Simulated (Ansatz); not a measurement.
# Pd (Pd, simple cubic): the cost of one run

Computed with Ansatz 0.2.0 (DFT r2SCAN, plane waves (500 eV) with PAW, scalar-relativistic; PAW files made under PBE, frozen cores solved again for the functional, unless a step says otherwise).

## Step 1: The structure to begin with

It takes space group Pm-3m (No. 221, cubic). The conventional cell has a = 2.514 Å, b = 2.514 Å, c = 2.514 Å, α = 90.00°, β = 90.00°, γ = 90.00°. Pd (site symmetry m-3m) has 6 Pd at 2.51 Å as nearest neighbours.

As a file:

```cif
data_structure
_symmetry_space_group_name_H-M 'Pm-3m'
_symmetry_Int_Tables_number 221
_cell_length_a 2.5141
_cell_length_b 2.5141
_cell_length_c 2.5141
_cell_angle_alpha 90.000
_cell_angle_beta 90.000
_cell_angle_gamma 90.000
_cell_volume 15.89
loop_
_atom_site_label
_atom_site_type_symbol
_atom_site_symmetry_multiplicity
_atom_site_Wyckoff_symbol
_atom_site_fract_x
_atom_site_fract_y
_atom_site_fract_z
_atom_site_occupancy
Pd1 Pd 1 a 0.00000 0.00000 0.00000 1
```

## Step 2: Relaxing cell and atoms

input.yaml reads:

```yaml
crystal:
  lattice:
    - [2.5140960172, 0.0, 0.0]
    - [0.0, 2.5140960172, 0.0]
    - [0.0, 0.0, 2.5140960172]
  atoms:
    - { symbol: Pd, position: [0.0, 0.0, 0.0] }
hamiltonian:
  xc: r2scan
  pseudopotentials:
    kind: paw
    azcp:
      Pd: "pseudopotentials/Pd.paw.azcp"
basis:
  ecutwfc: 500
  fft_grid_basis: typed
kpoints:
  mp_grid: { grid: [12, 12, 12], shift: [0, 0, 0] }
magnetization:
  spin_polarized: false
scf:
  occupations: { method: fermi_dirac, width: 0.1 }
relax:
  max_steps: 60
  f_tol: 0.01
  cell: {}
```

The run is started by

```console
$ ansatz run input.yaml --threads 1 --pin off --max-ram 3584MiB --backend cpu --events-out ev --progress --plain --runs-dir out
```

**Question.** How long does this run take on 1 thread of Intel Xeon Platinum 8259CL at 2.50GHz (Skylake/Cascade Lake), shared host, and how much memory does it need?

About 22 s, with a peak of 0.51 GiB.
